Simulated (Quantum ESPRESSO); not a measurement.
# In3As (Pm-3m) in Quantum ESPRESSO: notebook, part 2 of 2

Quantum ESPRESSO 7.5.

## Step 5: Single point, LDA, 24.98 Å³/atom

File pw.in:

```
&CONTROL
  calculation = 'scf'
  prefix = 'pwscf'
  outdir = './tmp'
  pseudo_dir = './pseudo'
  tprnfor = .true.
  tstress = .true.
  disk_io = 'nowf'
/
&SYSTEM
  ibrav = 0
  nat = 4
  ntyp = 2
  ecutwfc = 56
  ecutrho = 448
  nbnd = 31
  occupations = 'smearing'
  smearing = 'fd'
  degauss = 0.00367493
/
&ELECTRONS
  conv_thr = 8d-10
  electron_maxstep = 120
  mixing_beta = 0.5
/
ATOMIC_SPECIES
In   114.8180 in_lda_v1.4.uspp.F.UPF
As    74.9216 as_lda_v1.uspp.F.UPF
CELL_PARAMETERS angstrom
   4.6403264915    0.0000000000    0.0000000000
   0.0000000000    4.6403264915    0.0000000000
   0.0000000000    0.0000000000    4.6403264915
ATOMIC_POSITIONS crystal
In     0.5000000000    0.5000000000    0.0000000000
In     0.5000000000    0.0000000000    0.5000000000
In     0.0000000000    0.5000000000    0.5000000000
As     0.0000000000    0.0000000000    0.0000000000
K_POINTS automatic
6 6 6 0 0 0
```

Run with:

```sh
OMP_NUM_THREADS=1 mpirun -n 2 pw.x -nk 2 -in pw.in > pw.out
```

It took 40 s on 2 MPI ranks of Arm Neoverse V2, shared host; peak memory 0.54 GiB.

It converged, with:

* Free energy: -5974.5617 eV
* Pressure: -3.3 GPa
* Band gap on the k mesh: none (metal or under the smearing width)

## Step 6: Single point, LDA, 25.49 Å³/atom

pw.in, as its differences from that of step 5:

```diff
@@ -29,5 +29,5 @@
 CELL_PARAMETERS angstrom
-   4.6403264915    0.0000000000    0.0000000000
-   0.0000000000    4.6403264915    0.0000000000
-   0.0000000000    0.0000000000    4.6403264915
+   4.6716810000    0.0000000000    0.0000000000
+   0.0000000000    4.6716810000    0.0000000000
+   0.0000000000    0.0000000000    4.6716810000
 ATOMIC_POSITIONS crystal
```

Potentials or basis: GBRV 1.5 LDA.

Run with:

```sh
OMP_NUM_THREADS=1 mpirun -n 2 pw.x -nk 2 -in pw.in > pw.out
```

Run time: 40 s. Hardware: 2 MPI ranks of Arm Neoverse V2, shared host; peak memory 0.56 GiB.

It converged, with:

```yaml
Free_energy: -5974.5173 eV
Pressure: -4.0 GPa
Band_gap_on_the_k_mesh: none (metal or under the smearing width)
```

## Step 7: Single point, LDA, 26.00 Å³/atom

pw.in, as its differences from that of step 6:

```diff
@@ -29,5 +29,5 @@
 CELL_PARAMETERS angstrom
-   4.6716810000    0.0000000000    0.0000000000
-   0.0000000000    4.6716810000    0.0000000000
-   0.0000000000    0.0000000000    4.6716810000
+   4.7026201864    0.0000000000    0.0000000000
+   0.0000000000    4.7026201864    0.0000000000
+   0.0000000000    0.0000000000    4.7026201864
 ATOMIC_POSITIONS crystal
```

Run with:

```sh
OMP_NUM_THREADS=1 mpirun -n 2 pw.x -nk 2 -in pw.in > pw.out
```

Run time: 40 s. Hardware: 2 MPI ranks of Arm Neoverse V2, shared host; peak memory 0.56 GiB.

The run converged. Its results:

| Property | Result |
| --- | --- |
| Free energy | -5974.4638 eV |
| Pressure | -4.7 GPa |
| Band gap on the k mesh | none (metal or under the smearing width) |

## Step 8: Single point, LDA, 26.51 Å³/atom

pw.in, as its differences from that of step 7:

```diff
@@ -29,5 +29,5 @@
 CELL_PARAMETERS angstrom
-   4.7026201864    0.0000000000    0.0000000000
-   0.0000000000    4.7026201864    0.0000000000
-   0.0000000000    0.0000000000    4.7026201864
+   4.7331575368    0.0000000000    0.0000000000
+   0.0000000000    4.7331575368    0.0000000000
+   0.0000000000    0.0000000000    4.7331575368
 ATOMIC_POSITIONS crystal
```

Run with:

```sh
OMP_NUM_THREADS=1 mpirun -n 2 pw.x -nk 2 -in pw.in > pw.out
```

Run time: 42 s. Hardware: 2 MPI ranks of Arm Neoverse V2, shared host; peak memory 0.58 GiB.

It converged, with:

| Item | Value |
| --- | --- |
| Free energy | -5974.4025 eV |
| Pressure | -5.3 GPa |
| Band gap on the k mesh | none (metal or under the smearing width) |

## Step 9: Single point, LDA, 27.02 Å³/atom

pw.in, as its differences from that of step 8:

```diff
@@ -29,5 +29,5 @@
 CELL_PARAMETERS angstrom
-   4.7331575368    0.0000000000    0.0000000000
-   0.0000000000    4.7331575368    0.0000000000
-   0.0000000000    0.0000000000    4.7331575368
+   4.7633058499    0.0000000000    0.0000000000
+   0.0000000000    4.7633058499    0.0000000000
+   0.0000000000    0.0000000000    4.7633058499
 ATOMIC_POSITIONS crystal
```

Potentials or basis: GBRV 1.5 LDA.

Run with:

```sh
OMP_NUM_THREADS=1 mpirun -n 2 pw.x -nk 2 -in pw.in > pw.out
```

It took 41 s on 2 MPI ranks of Arm Neoverse V2, shared host; peak memory 0.6 GiB.

The run converged. Its results:

- Free energy: -5974.3345 eV
- Pressure: -5.8 GPa
- Band gap on the k mesh: none (metal or under the smearing width)

## Step 10: Equation of state, LDA

Potentials or basis: GBRV 1.5 LDA.

No new run: the results of the series are fitted here.

What came out:

| Quantity | Value |
| --- | --- |
| Equilibrium volume | 23.39 Å³/atom (rough: see the caveat) |
| Bulk modulus | 56 GPa (rough) |

Energy against volume, from the lowest point:
```
volume (Å³/atom)  energy (meV/atom)
          23.960               0.00
          24.470               5.64
          24.980              14.22
          25.489              25.34
          25.999              38.70
          26.509              54.03
          27.019              71.02
```

Caveat: the minimum lies outside the volumes run.

## Step 11: The reference run

An earlier run on the cell as given: functional PBEsol; potentials or basis GBRV 1.5 PBEsol; cutoff 762 eV; density cutoff 6095 eV; k mesh 6 × 6 × 6; occupations fermi-dirac, width 0.05 eV; no spin polarisation.

- Pressure: -2.5 GPa
- Band gap on the k mesh: none (metal or under the smearing width)

## Step 12: Summary

| task | level | potentials or basis | form of the LDA correlation | gap on the mesh (eV) | pressure (GPa) |
| --- | --- | --- | --- | --- | --- |
| band structure | PBEsol | GBRV 1.5 PBEsol | - | none | -2.5 |
| equation of state | LDA | GBRV 1.5 LDA | PZ81 | - | - |
| single point | PBEsol | GBRV 1.5 PBEsol | - | none | -2.5 |

Alike in all rows: no spin polarisation; cell as given; k mesh 6 × 6 × 6; cutoff (eV) 762; smearing fermi-dirac 0.05 eV.

Caveats: some levels on the path didn't converge (some runs); spin-orbit coupling is left out, which moves the levels of the heavy elements (some runs); the minimum lies outside the volumes run (some runs).

Total energies depend on the potentials used, so only differences within one code and one set of settings carry meaning.
